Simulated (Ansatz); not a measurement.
# C9H21Ga: up Jacob's ladder to CCSD(T)

One table from this session's results is given with a row withheld; the runs are named, their logs left out.

The runs use Ansatz 0.2.0, Gaussian basis; functionals in def2-TZVPP, the program's frozen cores in correlated methods.

The runs, in order: LDA (SPW92), PBE-D4, revPBE-D4, BLYP-D4, r2SCAN-D4, B97M-V, PBE0-D4, B3LYP-D4, r2SCANh-D4, r2SCAN0-D4, HSE06-D4, BHLYP-D4, CAM-B3LYP-D4, LC-ωPBE, ωB97X-V, ωB97M-V, B2PLYP, PBE-QIDH; CCSD(T)/def2-SVP; CCSD(T)/def2-TZVPP; MP2/def2-QZVPP; extrapolation to the limit; RPA on PBE.

## Structure used throughout

An earlier PBE0-D4 in a triple-zeta def2 set relaxation fixed the geometry.

31 atoms, charge 0, spin multiplicity 1.

Atoms are counted from 1 here; the program's logs count them from 0.

Bond lengths: C1–C2 1.528 Å, C1–H11 1.095 Å, C1–H12 1.098 Å, C1–H13 1.095 Å, C2–C3 1.525 Å, C2–Ga4 2.002 Å, C2–H14 1.097 Å, C3–H15 1.094 Å, C3–H16 1.098 Å, C3–H17 1.094 Å, Ga4–C5 1.999 Å, Ga4–C8 1.999 Å, C5–C6 1.530 Å, C5–C7 1.523 Å, C5–H18 1.097 Å, C6–H19 1.095 Å, C6–H20 1.095 Å, C6–H21 1.098 Å and more. Angles: C2–C1–H11 112.5°, C2–C1–H12 111.1°, C2–C1–H13 111.6°, H11–C1–H12 107.0°, H11–C1–H13 107.4°, H12–C1–H13 106.8°, C1–C2–C3 110.9°, C1–C2–Ga4 110.4°, C1–C2–H14 107.9°, C3–C2–Ga4 112.5°, C3–C2–H14 108.2°, Ga4–C2–H14 106.6°, C2–C3–H15 111.7°, C2–C3–H16 111.2°, C2–C3–H17 112.4°, H15–C3–H16 106.8°, H15–C3–H17 107.3°, H16–C3–H17 107.1° and more.

As a file:

```
C    -2.0877   -1.0911    1.3162
C    -0.6115   -0.7155    1.4302
C    -0.3911    0.2925    2.5533
Ga    0.0811   -0.0648   -0.3314
C    -0.3766    1.7550   -1.0213
C     0.7027    2.7314   -0.5509
C    -1.7641    2.2516   -0.6375
C     1.3163   -1.2670   -1.3441
C     0.6707   -2.6293   -1.5775
C     2.6321   -1.4178   -0.5848
H    -2.2664   -1.8603    0.5583
H    -2.4714   -1.4818    2.2676
H    -2.7057   -0.2256    1.0566
H    -0.0488   -1.6258    1.6707
H    -0.9117    1.2352    2.3583
H    -0.7718   -0.0890    3.5097
H     0.6669    0.5300    2.6995
H    -0.3175    1.6933   -2.1149
H     0.7152    2.8251    0.5404
H     1.7068    2.4300   -0.8663
H     0.5281    3.7380   -0.9520
H    -1.9515    3.2566   -1.0375
H    -2.5581    1.6003   -1.0135
H    -1.8840    2.3147    0.4482
H     1.5260   -0.8063   -2.3161
H     0.4018   -3.1128   -0.6320
H    -0.2401   -2.5634   -2.1806
H     1.3548   -3.3109   -2.0995
H     2.4734   -1.8342    0.4160
H     3.1575   -0.4655   -0.4632
H     3.3165   -2.0997   -1.1061
```

The first run:

in.yaml

```yaml
crystal:
  periodic: [false, false, false]
  atoms:
    - {symbol: C, position_ang: [-2.087741, -1.091064, 1.316223]}
    - {symbol: C, position_ang: [-0.611503, -0.715487, 1.430214]}
    - {symbol: C, position_ang: [-0.391056, 0.292478, 2.553269]}
    - {symbol: Ga, position_ang: [0.081122, -0.064774, -0.331398]}
    - {symbol: C, position_ang: [-0.376586, 1.754983, -1.021267]}
    - {symbol: C, position_ang: [0.702746, 2.731429, -0.550873]}
    - {symbol: C, position_ang: [-1.764133, 2.251594, -0.637516]}
    - {symbol: C, position_ang: [1.316325, -1.266957, -1.344121]}
    - {symbol: C, position_ang: [0.670691, -2.629339, -1.577455]}
    - {symbol: C, position_ang: [2.632103, -1.417832, -0.584843]}
    - {symbol: H, position_ang: [-2.266358, -1.860337, 0.558260]}
    - {symbol: H, position_ang: [-2.471447, -1.481832, 2.267594]}
    - {symbol: H, position_ang: [-2.705690, -0.225636, 1.056551]}
    - {symbol: H, position_ang: [-0.048752, -1.625823, 1.670661]}
    - {symbol: H, position_ang: [-0.911679, 1.235191, 2.358296]}
    - {symbol: H, position_ang: [-0.771803, -0.089044, 3.509738]}
    - {symbol: H, position_ang: [0.666929, 0.530036, 2.699501]}
    - {symbol: H, position_ang: [-0.317499, 1.693303, -2.114867]}
    - {symbol: H, position_ang: [0.715177, 2.825127, 0.540356]}
    - {symbol: H, position_ang: [1.706772, 2.430017, -0.866264]}
    - {symbol: H, position_ang: [0.528098, 3.737970, -0.951978]}
    - {symbol: H, position_ang: [-1.951452, 3.256648, -1.037545]}
    - {symbol: H, position_ang: [-2.558069, 1.600319, -1.013540]}
    - {symbol: H, position_ang: [-1.884024, 2.314732, 0.448248]}
    - {symbol: H, position_ang: [1.525966, -0.806259, -2.316142]}
    - {symbol: H, position_ang: [0.401849, -3.112846, -0.632030]}
    - {symbol: H, position_ang: [-0.240072, -2.563375, -2.180623]}
    - {symbol: H, position_ang: [1.354816, -3.310946, -2.099462]}
    - {symbol: H, position_ang: [2.473448, -1.834176, 0.416034]}
    - {symbol: H, position_ang: [3.157471, -0.465465, -0.463173]}
    - {symbol: H, position_ang: [3.316454, -2.099732, -1.106150]}
basis:
  gaussian: {orbitals: def2-TZVPP}
hamiltonian: {xc: lda}
output: {orbitals: {seedname: orbitals}}
```

Started as:

```
$ ansatz run in.yaml --threads 11 --pin off --events-out ev --progress --plain --max-ram 174080MiB --backend cuda --devices 0, --max-vram 75GiB
```

Among the steps run: LDA; PBE-D4 (GGA); revPBE-D4 (GGA); BLYP-D4 (GGA); r2SCAN-D4 (meta-GGA); B97M-V (meta-GGA); B3LYP-D4 (hybrid); r2SCANh-D4 (hybrid); r2SCAN0-D4 (hybrid); HSE06-D4 (hybrid); BHLYP-D4 (hybrid); CAM-B3LYP-D4 (range-separated); LC-ωPBE (range-separated); ωB97X-V (range-separated); ωB97M-V (range-separated); B2PLYP (double hybrid); PBE-QIDH (double hybrid).

One table of the session follows, with a row left open; its other results are not shown here.

It belongs to the step «Frontier levels by functional». 

```
  functional  HOMO (eV)  gap (eV)
 LDA (SPW92)      -5.41      3.57
      PBE-D4      -5.29      3.80
   revPBE-D4      -5.24      3.93
     BLYP-D4      -5.18      3.74
   r2SCAN-D4      -5.49      4.20
      B97M-V      -5.58      4.06
     PBE0-D4      -6.43      5.76
    B3LYP-D4      -6.24      5.29
  r2SCANh-D4      -5.92      4.92
  r2SCAN0-D4      -6.56      5.99
    HSE06-D4      -6.03      4.99
    BHLYP-D4      -7.50      7.59
CAM-B3LYP-D4      -7.74      7.95
     LC-ωPBE      -9.02     10.50
     ωB97X-V          ?         ?
     ωB97M-V      -8.59      9.51
```

Q: Estimate the row for ωB97X-V from the others.

**Answer.** HOMO (eV): -8.70; gap (eV): 9.90. In the column «HOMO (eV)» it lies between LC-ωPBE (-9.02) and ωB97M-V (-8.59).
